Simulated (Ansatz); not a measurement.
# C2H7B: the cost of one run

Method: PBE0-D4/def2-TZVP structures, single points in def2-TZVPP, no counterpoise correction; program: Ansatz 0.2.0, Gaussian basis.

Levels: SPW92, PBE-D4, BLYP-D4, r2SCAN-D4, B97M-V, PBE0-D4, B3LYP-D4, r2SCAN0-D4, BHLYP-D4, CAM-B3LYP-D4, wB97X-V, wB97M-V, B2PLYP, PBE-QIDH, RPA on PBE, Hartree-Fock, MP2, CCSD, CCSD(T).

Correlated methods freeze the cores. B3LYP uses VWN-RPA correlation. B2PLYP carries no dispersion term here.

94 further runs of the same task are left out: 94 set aside as unsound or not needed.

## (1) Starting geometry

The complex: 12 atoms, charge 0, spin multiplicity 1.

Atoms are counted from 1 here; the program's logs count them from 0.

Bond lengths: B1–C3 1.554 Å, B1–C4 1.554 Å, B1–H6 1.215 Å, Cl2–H5 1.289 Å, C3–H7 1.091 Å, C3–H8 1.100 Å, C3–H9 1.095 Å, C4–H10 1.100 Å, C4–H11 1.091 Å, C4–H12 1.095 Å. Angles: C3–B1–C4 126.1°, C3–B1–H6 116.9°, C4–B1–H6 116.9°, B1–C3–H7 115.1°, B1–C3–H8 107.5°, B1–C3–H9 111.7°, H7–C3–H8 108.0°, H7–C3–H9 109.4°, H8–C3–H9 104.5°, B1–C4–H10 107.6°, B1–C4–H11 115.1°, B1–C4–H12 111.5°, H10–C4–H11 108.0°, H10–C4–H12 104.5°, H11–C4–H12 109.4°.

Coordinates:

| atom | x (Å) | y (Å) | z (Å) |
| --- | --- | --- | --- |
| B1 | -0.28720 | -0.23798 | -0.24204 |
| Cl2 | 1.65201 | -1.13470 | 2.60359 |
| C3 | 0.78001 | 0.00836 | -1.34390 |
| C4 | -1.28385 | 0.81367 | 0.31883 |
| H5 | 0.79799 | -1.42452 | 1.68284 |
| H6 | -0.31832 | -1.34535 | 0.25582 |
| H7 | 0.70199 | 0.96752 | -1.85868 |
| H8 | 1.76862 | -0.03957 | -0.86406 |
| H9 | 0.79335 | -0.80106 | -2.08180 |
| H10 | -0.99153 | 1.02917 | 1.35697 |
| H11 | -1.31570 | 1.75892 | -0.22571 |
| H12 | -2.29727 | 0.40534 | 0.39824 |

Its parts: C2H7B holds atoms 1, 3, 4, 6, 7, 8, 9, 10, 11, 12; HCl holds atoms 2, 5. Each part counts its atoms afresh in its own runs.

## (2) Relaxing C2H7B alone

The input, relax-a/in.yaml:

```yaml
crystal:
  periodic: [false, false, false]
  atoms:
    - {symbol: B, position_ang: [-0.287199, -0.237983, -0.242035]}
    - {symbol: C, position_ang: [0.780009, 0.008362, -1.343904]}
    - {symbol: C, position_ang: [-1.283854, 0.813669, 0.318835]}
    - {symbol: H, position_ang: [-0.318323, -1.345348, 0.255820]}
    - {symbol: H, position_ang: [0.701989, 0.967519, -1.858684]}
    - {symbol: H, position_ang: [1.768623, -0.039566, -0.864061]}
    - {symbol: H, position_ang: [0.793354, -0.801057, -2.081800]}
    - {symbol: H, position_ang: [-0.991528, 1.029165, 1.356967]}
    - {symbol: H, position_ang: [-1.315700, 1.758919, -0.225710]}
    - {symbol: H, position_ang: [-2.297274, 0.405343, 0.398240]}
basis:
  gaussian: {orbitals: def2-TZVP}
hamiltonian: {xc: pbe0, dispersion: d4}
relax: {f_tol: 0.005, max_steps: 200}
```

On the command line:

```sh
ansatz run in.yaml --threads 4 --pin off --events-out ev --progress --plain --max-ram 9574MiB
```

**Question.** How long does this run take on 4 threads of Arm Neoverse V1, shared host?

About 15 s.
